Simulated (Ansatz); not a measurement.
# SiH2OF (SMILES O[SiH]F): UHF/STO-3G

Aim: the electronic atomisation energy of SiH2OF at UHF/STO-3G, from 5 runs. 

The calculation is run with Ansatz 0.2.0.

62 further runs of the same task are left out: 62 set aside as unsound or not needed.

### 1 Starting point

SiH2OF: 5 atoms, total charge 0, spin state doublet. As SMILES, `O[SiH]F`. The shape is that of a PBE0-D4/def2-TZVP optimisation. This is one conformer, not always the lowest.

Bond lengths: O1–Si2 1.636 Å, Si2–F3 1.603 Å, O1–H4 0.959 Å, Si2–H5 1.490 Å. Angles: O1–Si2–F3 110.5°, O1–Si2–H5 105.3°, F3–Si2–H5 107.6°, Si2–O1–H4 119.2°.

### 2 A single-point energy at UHF/STO-3G

input.yaml reads:

```yaml
crystal:
  periodic: [false, false, false]
  atoms:
    - {symbol: O, position_ang: [-0.615200, -0.884600, -0.276300]}
    - {symbol: Si, position_ang: [0.283900, 0.245700, 0.493100]}
    - {symbol: F, position_ang: [0.207000, 1.646500, -0.283100]}
    - {symbol: H, position_ang: [-1.564500, -0.765100, -0.338000]}
    - {symbol: H, position_ang: [1.688800, -0.242600, 0.404400]}
basis:
  gaussian: {orbitals: STO-3G}
total_charge: 0
magnetization: {spin_polarized: true, initial_magnetization: 1}
hamiltonian: {xc: hf}
accuracy: high
output: {orbitals: {seedname: orbitals}}
```

Run with:

```sh
$ ansatz run input.yaml --threads 1 --pin off --max-ram 3480MiB --events-out events.jsonl --progress --plain --runs-dir runs
```

What it wrote:

```text
Warning: RAYON_NUM_THREADS=1 ignored (pool sized by the plan → 1); use --threads N
Functional definition: HF
  name "HF"
  exchange = exact_x
  correlation = 0
386 factors; integrals over basis functions are off by at most 2.3e-8 eV
mean field evaluation 1: about -12477.2128 eV, gradient 1.6e1 eV
mean field evaluation 2: about -12477.2823 eV, gradient 1.6e1 eV
mean field evaluation 4: about -12479.5157 eV, gradient 1.3e0 eV
mean field evaluation 8: about -12479.5523 eV, gradient 2.4e-4 eV
mean field -12479.55041634 eV, -458.6150188576 hartree, gradient 1.9e-8 eV, S^2 0.754679; 0 other end points of the search recorded, 0 dependent functions left out
reference -12479.55041634 eV, -458.6150188576 hartree; 17, 16 occupied and 4, 5 virtual orbitals, 386 factors
Total energy: -12479.55041634 eV, -458.6150188576 hartree
```

Wall time 0.24 s (1 thread of Intel Xeon Platinum 8259CL at 2.50GHz (Skylake/Cascade Lake), shared host).

### 3 The F atom

job.yaml reads:

```yaml
crystal:
  periodic: [false, false, false]
  atoms:
    - {symbol: F, position_ang: [0.000000, 0.000000, 0.000000]}
basis:
  gaussian: {orbitals: STO-3G}
magnetization: {spin_polarized: true, initial_magnetization: 1}
hamiltonian: {xc: hf}
accuracy: high
```

Run with:

```sh
$ ansatz run job.yaml --threads 1 --pin off --max-ram 3480MiB --events-out events.jsonl --progress --plain --runs-dir runs
```

What it wrote:

```text
Warning: RAYON_NUM_THREADS=1 ignored (pool sized by the plan → 1); use --threads N
[... 4 set-up lines as earlier in the session ...]
15 factors; integrals over basis functions are off by at most 1.2e-9 eV
mean field evaluation 1: about -2666.3486 eV, gradient 1.8e-14 eV
mean field evaluation 2: about -2666.3486 eV, gradient 0.0e0 eV
mean field -2666.34863534 eV, -97.9865050328 hartree, gradient 0.0e0 eV, S^2 0.750000; 2 other end points of the search recorded, 0 dependent functions left out
reference -2666.34863534 eV, -97.9865050328 hartree; 5, 4 occupied and 0, 1 virtual orbitals, 15 factors
Total energy: -2666.34863534 eV, -97.9865050328 hartree
```

Wall time 0.04 s (1 thread of Intel Xeon Platinum 8259CL at 2.50GHz (Skylake/Cascade Lake), shared host).

### 4 The H atom, same level

input.yaml reads:

```yaml
crystal:
  periodic: [false, false, false]
  atoms:
    - symbol: H
      position_ang: [0.000000, 0.000000, 0.000000]
basis:
  gaussian: {orbitals: STO-3G}
accuracy: high
magnetization: {spin_polarized: true, initial_magnetization: 1}
hamiltonian: {xc: hf}
```

Run the same way, it converges to -0.46658 Eh (log not shown).

### 5 The O atom at the same level

run.yaml reads:

```yaml
crystal:
  periodic: [false, false, false]
  atoms:
    - {symbol: O, position_ang: [0.000000, 0.000000, 0.000000]}
basis:
  gaussian: {orbitals: STO-3G}
magnetization: {spin_polarized: true, initial_magnetization: 2}
hamiltonian: {xc: hf}
accuracy: high
```

Run the same way, it converges to -73.80415 Eh (log not shown).

### 6 The Si atom

run.yaml reads:

```yaml
basis:
  gaussian:
    orbitals: STO-3G
crystal:
  periodic: [false, false, false]
  atoms:
    - {symbol: Si, position_ang: [0.000000, 0.000000, 0.000000]}
total_charge: 0
magnetization:
  spin_polarized: true
  initial_magnetization: 2
hamiltonian:
  xc: hf
accuracy: high
```

Run the same way, it converges to -285.46622 Eh (log not shown).

### 7 What came out

At UHF/STO-3G:

| quantity | value |
| --- | --- |
| molecule: total energy | -458.61502 Eh |
| molecule: HOMO energy (highest over α and β) | -6.08 eV |
| molecule: LUMO energy (lowest over α and β) | 6.02 eV |
| molecule: ⟨S²⟩ | 0.755 |
| F atom: total energy | -97.98651 Eh |
| F atom: ⟨S²⟩ | 0.750 |
| H atom: total energy | -0.46658 Eh |
| H atom: ⟨S²⟩ | 0.750 |
| O atom: total energy | -73.80415 Eh |
| O atom: ⟨S²⟩ | 2.000 |
| Si atom: total energy | -285.46622 Eh |
| Si atom: ⟨S²⟩ | 2.000 |
| electronic atomisation energy | 11.564 eV |

In words: Taking the molecule apart into free atoms costs 11.56 eV (1116 kJ/mol), before zero-point energy and without spin-orbit coupling. Hartree–Fock lacks the correlation of the bonding pairs, which as a rule makes this value much too low; in minimal bases other errors can mask that. In a minimal basis such a difference can be off by several eV, whatever the method.
